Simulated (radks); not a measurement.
# The Coulomb parameter U of the 3d shell of Co

Aim: U as the second difference [E(n + 0.25) + E(n − 0.25) − 2E(n)]/0.25², with all orbitals relaxed. Bare: the atom's charge changes with n. Screened: the 4p shell takes up the change. The start is a model configuration, not necessarily the ground state.

Method: Dirac Kohn-Sham, LDA (Slater exchange, Perdew-Wang correlation), spin-unpolarised, spherical densities, finite nucleus; open shells are shared between the two j in proportion to 2j + 1. Code: radks (a radial shooting solver on a logarithmic mesh, Libxc functionals) version 1.

### 1 The system

```
element            : cobalt (Z = 27)
charge             : 0
electrons          : 27
configuration      : [Ar] 3d6 4s2 4p1
nuclear rms radius : 3.7875 fm
```

Outer shells as boxes (Hund's rule):

Co
```
[Ar] core
3d [↑↓][↑ ][↑ ][↑ ][↑ ]
4s [↑↓]
4p [↑ ][  ][  ]
```

### 2 Start: [Ar] 3d6 4s2 4p1

Settings of this run:

```text
Z 27
configuration [Ar] 3d6 4s2 4p1
relativity Dirac
functional lda,pw
spin unpolarised
j_filling average
nucleus finite rms 3.7875 fm
c 137.035999084
```

### 3 Bare +0.25: [Ar] 3d6.25 4s2 4p1

Settings, as their differences from step 2:

```diff
@@ -1,3 +1,3 @@
 Z 27
-configuration [Ar] 3d6 4s2 4p1
+configuration [Ar] 3d6.25 4s2 4p1
 relativity Dirac
```

### 4 Bare -0.25: [Ar] 3d5.75 4s2 4p1

Settings, as their differences from step 3:

```diff
@@ -1,3 +1,3 @@
 Z 27
-configuration [Ar] 3d6.25 4s2 4p1
+configuration [Ar] 3d5.75 4s2 4p1
 relativity Dirac
```

### 5 Screened +0.25: [Ar] 3d6.25 4s2 4p0.75

Settings, as their differences from step 4:

```diff
@@ -1,3 +1,3 @@
 Z 27
-configuration [Ar] 3d5.75 4s2 4p1
+configuration [Ar] 3d6.25 4s2 4p0.75
 relativity Dirac
```

### 6 Screened -0.25: [Ar] 3d5.75 4s2 4p1.25

Settings, as their differences from step 5:

```diff
@@ -1,3 +1,3 @@
 Z 27
-configuration [Ar] 3d6.25 4s2 4p0.75
+configuration [Ar] 3d5.75 4s2 4p1.25
 relativity Dirac
```

**Question.** What will these runs give?

The runs gave:

```
                  quantity  value (eV)
                   U, bare      13.856
         U, screened by 4p       6.075
F0(3d,3d), frozen orbitals      25.813
```

Relaxing the orbitals brings U down to 54 % of the Slater integral F0. Letting 4p compensate leaves 44 % of the bare value; this second difference measures U(3d,3d) + U(4p,4p) − 2U(3d,4p). The step up makes a negative ion, whose loosely bound charge lowers the bare value. A solid screens further than the bare atom, so the bare value is an upper guide for the U of a crystal.
